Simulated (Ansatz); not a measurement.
# Ge3MoRu: the cost of one run

Method: DFT PBE, scalar-relativistic, plane waves, PAW, in Ansatz 0.2.0.

1 further run of the same task is left out (it didn't finish).

### 1 The starting structure

It takes space group P-6m2 (No. 187, hexagonal). Conventional cell: a = 4.020 Å, b = 4.020 Å, c = 8.033 Å, α = 90.00°, β = 90.00°, γ = 120.00°. Around Ge (site symmetry 3m) lie 1 Mo at 2.57 Å and 4 Ge at 2.73 to 2.89 Å. Around Ge (site symmetry -6m2) lie 6 Ge at 2.73 Å. Mo (site symmetry -6m2) is surrounded by 3 Ru at 2.32 Å and 2 Ge at 2.57 Å. Ru (site symmetry -6m2) is surrounded by 3 Mo at 2.32 Å.

Coordinates:

```cif
data_structure
_symmetry_space_group_name_H-M 'P 1'
_symmetry_Int_Tables_number 1
_cell_length_a 4.0198
_cell_length_b 4.0198
_cell_length_c 8.0335
_cell_angle_alpha 90.000
_cell_angle_beta 90.000
_cell_angle_gamma 120.000
_cell_volume 112.42
loop_
_atom_site_label
_atom_site_type_symbol
_atom_site_fract_x
_atom_site_fract_y
_atom_site_fract_z
_atom_site_occupancy
Ge1 Ge 0.33333 0.66667 0.67962 1
Ge2 Ge 0.33333 0.66667 0.32038 1
Ge3 Ge 0.66667 0.33333 0.50000 1
Mo1 Mo 0.33333 0.66667 0.00000 1
Ru1 Ru 0.00000 0.00000 0.00000 1
```

The cell was relaxed beforehand at this level, from a generated guess; it is a trial structure. At a tolerance of 0.05 Å it has space group P-6m2 (No. 187); it has 22.48 Å³/atom, an uncorrected energy of +0.83 eV/atom over the elements.

### 2 Electronic structure at the relaxed geometry

Input file input.yaml:

```yaml
crystal:
  lattice:
    - [4.0197710514, 0.0, 0.0]
    - [-2.0098855257, 3.4812238479, 0.0]
    - [0.0, 0.0, 8.0334596252]
  atoms:
    - { symbol: Ge, position: [0.3333333333, 0.6666666667, 0.6796167693] }
    - { symbol: Ge, position: [0.3333333333, 0.6666666667, 0.3203832307] }
    - { symbol: Ge, position: [0.6666666667, 0.3333333333, 0.5] }
    - { symbol: Mo, position: [0.3333333333, 0.6666666667, 0.0] }
    - { symbol: Ru, position: [0.0, 0.0, 0.0] }
basis:
  ecutwfc: 420
kpoints:
  mp_grid: { grid: [12, 12, 6] }
  band_path:
    path:
      - [[0.0, 0.0, 0.0], [0.5, 0.0, 0.0], [0.33333333, 0.33333333, 0.0], [0.0, 0.0, 0.0], [0.0, 0.0, 0.5], [0.5, 0.0, 0.5], [0.33333333, 0.33333333, 0.5], [0.0, 0.0, 0.5]]
      - [[0.5, 0.0, 0.5], [0.5, 0.0, 0.0]]
      - [[0.33333333, 0.33333333, 0.5], [0.33333333, 0.33333333, 0.0]]
    npoints: 14
hamiltonian:
  xc: pbe
scf:
  occupations: { method: gaussian, width: 0.1 }
  n_extra_bands: 12
output:
  forces: true
  stress: true
  eigenvalues: true
  populations: true
  dos: { projected: true, de: 0.02, nscf_kmesh: { grid: [15, 15, 8] } }
  bader: true
  write_density: true
  write_potential: true
  elf: true
  volumetric_format: npy
```

Run with:

```bash
$ ansatz run input.yaml --threads 1 --pin off --max-ram 2560MiB --backend cpu --events-out ev --progress --plain --runs-dir out
```

**Question.** How long does this run take on 1 thread of Arm Neoverse V2, shared host, and how much memory does it need?

About 2.5 min, with a peak of 0.71 GiB.
